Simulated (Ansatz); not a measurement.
**F₂H₄O₂Si₂: a ladder of functionals and wavefunction methods**

One table from this session's results is given with a row withheld; the runs are named, their logs left out.

The runs use Ansatz 0.2.0, Gaussian basis; functionals in def2-TZVPP, the program's frozen cores in correlated methods.

The runs, in order: LDA (SPW92), PBE-D4, revPBE-D4, BLYP-D4, r2SCAN-D4, B97M-V, PBE0-D4, B3LYP-D4, r2SCANh-D4, r2SCAN0-D4, HSE06-D4, BHLYP-D4, CAM-B3LYP-D4, LC-ωPBE, ωB97X-V, ωB97M-V, B2PLYP, PBE-QIDH; CCSD(T)/def2-SVP; CCSD(T)/def2-TZVPP; MP2/def2-QZVPP; extrapolation to the limit; RPA on PBE.

## The relaxed structure

All runs share one geometry, relaxed beforehand with PBE0-D4 in a triple-zeta def2 set.

SMILES `O[Si@H](F)[Si@H](O)F`, 10 atoms, charge 0, spin multiplicity 1.

Atoms are counted from 1 here; the program's logs count them from 0.

Bond lengths: O1–Si2 1.639 Å, O1–H7 0.959 Å, Si2–F3 1.602 Å, Si2–Si4 2.365 Å, Si2–H8 1.480 Å, Si4–O5 1.639 Å, Si4–F6 1.602 Å, Si4–H9 1.480 Å, O5–H10 0.959 Å. Angles: Si2–O1–H7 118.4°, O1–Si2–F3 110.5°, O1–Si2–Si4 109.8°, O1–Si2–H8 105.2°, F3–Si2–Si4 107.5°, F3–Si2–H8 107.7°, Si4–Si2–H8 116.0°, Si2–Si4–O5 109.8°, Si2–Si4–F6 107.5°, Si2–Si4–H9 116.0°, O5–Si4–F6 110.5°, O5–Si4–H9 105.2°, F6–Si4–H9 107.7°, Si4–O5–H10 118.5°.

As a file:

```mol
F2H4O2Si2
  3D, bonds by distance, orders not assigned

 10  9  0  0  0  0  0  0  0  0999 V2000
   -1.5974    0.1781   -1.2663 O   0  0
    0.0289   -0.0259   -1.2645 Si  0  0
    0.4233   -1.4045   -1.9787 F   0  0
    0.8217   -0.1243    0.9618 Si  0  0
   -0.4133    0.1516    2.0034 O   0  0
    1.9534    0.9982    1.1216 F   0  0
   -2.1322   -0.4098   -0.7297 H   0  0
    0.5595    1.0792   -2.0929 H   0  0
    1.4051   -1.4163    1.3853 H   0  0
   -0.9658    0.9226    1.8630 H   0  0
  1  2  8  0
  2  3  8  0
  2  4  8  0
  4  5  8  0
  4  6  8  0
  1  7  8  0
  2  8  8  0
  4  9  8  0
  5 10  8  0
M  END
```

The first run:

The input, in.yaml:

```yaml
crystal:
  periodic: [false, false, false]
  atoms:
    - {symbol: O, position_ang: [-1.597385, 0.178147, -1.266288]}
    - {symbol: Si, position_ang: [0.028875, -0.025910, -1.264497]}
    - {symbol: F, position_ang: [0.423310, -1.404535, -1.978703]}
    - {symbol: Si, position_ang: [0.821733, -0.124327, 0.961809]}
    - {symbol: O, position_ang: [-0.413264, 0.151563, 2.003444]}
    - {symbol: F, position_ang: [1.953360, 0.998249, 1.121606]}
    - {symbol: H, position_ang: [-2.132162, -0.409797, -0.729721]}
    - {symbol: H, position_ang: [0.559456, 1.079152, -2.092924]}
    - {symbol: H, position_ang: [1.405116, -1.416336, 1.385312]}
    - {symbol: H, position_ang: [-0.965839, 0.922596, 1.862963]}
basis:
  gaussian: {orbitals: def2-TZVPP}
hamiltonian: {xc: lda}
output: {orbitals: {seedname: orbitals}}
```

Among the steps run: LDA; PBE-D4 (GGA); revPBE-D4 (GGA); BLYP-D4 (GGA); r2SCAN-D4 (meta-GGA); B97M-V (meta-GGA); PBE0-D4 (hybrid); B3LYP-D4 (hybrid); r2SCANh-D4 (hybrid); r2SCAN0-D4 (hybrid); HSE06-D4 (hybrid); BHLYP-D4 (hybrid); CAM-B3LYP-D4 (range-separated); LC-ωPBE-D4 (range-separated; the results give it without D4); ωB97X-V (range-separated); ωB97M-V (range-separated); B2PLYP (double hybrid); PBE-QIDH (double hybrid).

One of the session's tables, all rows but one given; the rest of the session is left out.

It belongs to the step «Frontier levels by functional». 

| functional | HOMO (eV) | gap (eV) |
| --- | --- | --- |
| LDA (SPW92) | -6.82 | 5.02 |
| PBE-D4 | -6.71 | 5.17 |
| revPBE-D4 | -6.66 | 5.24 |
| BLYP-D4 | -6.63 | 5.20 |
| r2SCAN-D4 | -7.01 | 5.78 |
| B97M-V | -7.10 | 5.64 |
| PBE0-D4 | -8.04 | 7.34 |
| B3LYP-D4 | -7.87 | 6.93 |
| r2SCANh-D4 | -7.50 | 6.55 |
| r2SCAN0-D4 | ? | ? |
| HSE06-D4 | -7.64 | 6.57 |
| BHLYP-D4 | -9.33 | 9.45 |
| CAM-B3LYP-D4 | -9.42 | 9.68 |
| LC-ωPBE | -10.68 | 12.17 |
| ωB97X-V | -10.36 | 11.69 |
| ωB97M-V | -10.13 | 11.12 |

**Question.** Estimate the row for r2SCAN0-D4.

Worked estimate for «HOMO (eV)». Against the share of exact exchange, r2SCAN-D4 (0, -7.01), r2SCANh-D4 (0.1, -7.50) give a slope of -4.90 per unit share; at 0.25 the line stands at -8.23.

The run gave: HOMO (eV): -8.24; gap (eV): 7.72. In «HOMO (eV)» the line misses by +0.01.
